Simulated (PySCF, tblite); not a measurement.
# C5H10F3NSi: geometry, infrared bands and NMR shifts

Aim: predict the infrared bands and NMR shifts of C5H10F3NSi (`C=N[SiH2][C@@H](C)CC(F)(F)F`).

Computed with tblite 0.8.0 and PySCF 2.14.0, with density-fitted response routines of our own, on a single molecule in the gas phase. Atoms count from 0, in the outputs and in this text.

### 1 Starting geometry

20 atoms, charge 0, multiplicity 1; geometry from: force field or distance geometry start.

Bonds of the start (Å): C0–N1 1.29, N1–Si2 1.72, Si2–C3 1.91, C3–C4 1.56, C3–C5 1.55, C5–C6 1.52, C6–F7 1.35, C6–F8 1.35, C6–F9 1.35, C0–H10 1.10, C0–H11 1.10, Si2–H12 1.47, Si2–H13 1.49, C3–H14 1.09, C4–H15 1.10, C4–H16 1.09, C4–H17 1.09, C5–H18 1.10, C5–H19 1.11.

### 2 Geometry optimisation with GFN2-xTB

Job settings and geometry (Å):

```
{"job": {"kind": "relax", "xc": "GFN2-xTB", "basis": "xTB"}, "charge": 0, "multiplicity": 1}
C      2.921400     0.450400     0.471000
N      1.934400    -0.357500     0.676500
Si     1.028200    -0.852500    -0.703300
C     -0.799900    -0.659800    -0.185100
C     -1.257800    -1.839700     0.720000
C     -1.158400     0.664300     0.529300
C     -0.974800     1.915600    -0.319300
F      0.323600     2.172900    -0.593800
F     -1.461300     2.990500     0.332700
F     -1.646000     1.801000    -1.481100
H      3.197800     0.859700    -0.516800
H      3.521800     0.787000     1.326500
H      1.341000    -2.248400    -1.044800
H      1.325000     0.053500    -1.843100
H     -1.389200    -0.714900    -1.100500
H     -2.330600    -1.762400     0.942600
H     -1.088700    -2.799700     0.223500
H     -0.721400    -1.857100     1.668400
H     -2.207000     0.630000     0.845700
H     -0.563300     0.777700     1.459700
```

Run with:

```console
> OMP_NUM_THREADS=1 python probes_run.py task.json out
```

This one command runs all jobs of the session in turn.

**Question.** This job is followed by: GFN2-xTB harmonic vibrations, gas phase; GIAO PBE0/pcSseg-1 NMR shielding, non-relativistic, gas phase. Predict these results of the whole session: strongest single infrared mode (GFN2-xTB); zero-point energy (GFN2-xTB); 13C shifts against TMS (PBE0/pcSseg-1); 1H shifts against TMS (PBE0/pcSseg-1, means over atoms taken as alike); 15N shifts against NH3 (PBE0/pcSseg-1); 29Si shifts against TMS (PBE0/pcSseg-1); 19F shifts against CFCl3 (PBE0/pcSseg-1, means over atoms taken as alike).

**Answer**, as computed:

| quantity | value |
| --- | --- |
| strongest single infrared mode (GFN2-xTB) | 2245 cm⁻¹, 372 km/mol |
| zero-point energy (GFN2-xTB) | 89.7 kcal/mol |
| 13C shifts against TMS (PBE0/pcSseg-1) | 176.5, 136.7, 41.2, 20.6, 16.0 ppm |
| 1H shifts against TMS (PBE0/pcSseg-1, means over atoms taken as alike) | 8.83, 8.78, 5.13, 4.95, 2.08, 2.03, 1.46, 1.19 ppm |
| 15N shifts against NH3 (PBE0/pcSseg-1) | 413.8 ppm |
| 29Si shifts against TMS (PBE0/pcSseg-1) | -29.0 ppm |
| 19F shifts against CFCl3 (PBE0/pcSseg-1, means over atoms taken as alike) | -80.6 ppm |

**Reading.** Over 79 steps the energy fell by 0.302 eV; of the close pairs, C0–N1 changed most, 1.292 to 1.248 Å. All 54 modes are real, so the xTB geometry is a minimum. The strongest single mode, at 2245 cm⁻¹, moves mainly H13. GFN2-xTB is a fitted tight-binding method: band positions and strengths are rough. Its intensities can rank the bands wrongly. At PBE0/pcSseg-1: The largest span, 852 ppm, is at N1, where the paramagnetic term is -478 ppm.
